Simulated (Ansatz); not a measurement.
## SrMg₃, space group Pm-3m: a test of the smearing width, step by step

Program: the Ansatz DFT code, driven from Python.

Notebook, run cell by cell (the value of a cell's last expression is shown):

```python
import ansatz as az
from tabulate import tabulate

XC = "lda"
CUTOFF_EV = 420
N_EMPTY = 12
```

```python
lattice = az.Lattice.of(
    (4.942526, 0.0, 0.0),
    (0.0, 4.942526, 0.0),
    (0.0, 0.0, 4.942526),
)
sites = [
    ("Sr", (0.0, 0.0, 0.0)),
    ("Mg", (0.5, 0.5, 0.0)),
    ("Mg", (0.5, 0.0, 0.5)),
    ("Mg", (0.0, 0.5, 0.5)),
]
structure = az.Crystal(lattice=lattice)
for symbol, position in sites:
    structure = structure.atom(symbol, position)
```

```python
len(structure.resolved().sites)
```

    4

```python
calc = structure.calculation()
calc = calc.functional(XC).basis(CUTOFF_EV, density_ratio=8)
calc = calc.kpoints(4, shift=0.5)
calc = calc.scf(extra_bands=N_EMPTY, lower_state_search="standard")
calc = calc.stress()
```

```python
rows = []
for value in [0.5, 0.3, 0.2, 0.1]:
    r = calc.occupations("methfessel_paxton", width=value).run(threads=1).report
    rows.append((value, r["free_energy_ev"] / len(r["lattice"]["sites"]), r["n_iterations"], sum(r["stress_gpa"][i][i] for i in range(3)) / 3, r["n_kpoints"]))

print(tabulate(rows, headers=["width (eV)", "F/atom (eV)", "iterations", "P (GPa)", "k-points"], floatfmt=".4f", tablefmt="grid"))
```

    +--------------+---------------+--------------+-----------+------------+
    |   width (eV) |   F/atom (eV) |   iterations |   P (GPa) |   k-points |
    +==============+===============+==============+===========+============+
    |       0.5000 |    -2287.2455 |            7 |   -1.5723 |          4 |
    +--------------+---------------+--------------+-----------+------------+
    |       0.3000 |    -2287.2452 |            6 |   -1.5580 |          4 |
    +--------------+---------------+--------------+-----------+------------+
    |       0.2000 |    -2287.2442 |            7 |   -1.5463 |          4 |
    +--------------+---------------+--------------+-----------+------------+
    |       0.1000 |    -2287.2417 |            6 |   -1.5019 |          4 |
    +--------------+---------------+--------------+-----------+------------+

```python
# differences from the last row
for row in rows[:-1]:
    shift = 1000 * (row[1] - rows[-1][1])
    print(f"{row[0]}: {shift:+.2f} meV/atom" + ("  (within 2 meV)" if abs(shift) < 2 else ""))
```

    0.5: -3.88 meV/atom
    0.3: -3.58 meV/atom
    0.2: -2.56 meV/atom

Going from 0.1 to 0.5 eV changes F by -3.9 meV an atom. This scheme is built to cancel the term in the square of the width, so the shifts stay small and are partly the mesh's error. The pressure moves from -1.50 to -1.57 GPa.

Reading the output:
- The mesh is modest for a metal, so energies can be off by several to tens of meV an atom and pressures by half a GPa or more; differences at equal mesh fare better.
- The narrowest width needs the finest mesh, so the last row is no converged reference.
- Pressure is positive in compression.
- The structure comes from a database of computed cells and needn't be a stable or known phase.
- It ran for 2.9 s on 1 thread of Intel(R) Xeon(R) 6975P-C (Granite Rapids), on a shared host, peak memory 0.42 GiB.
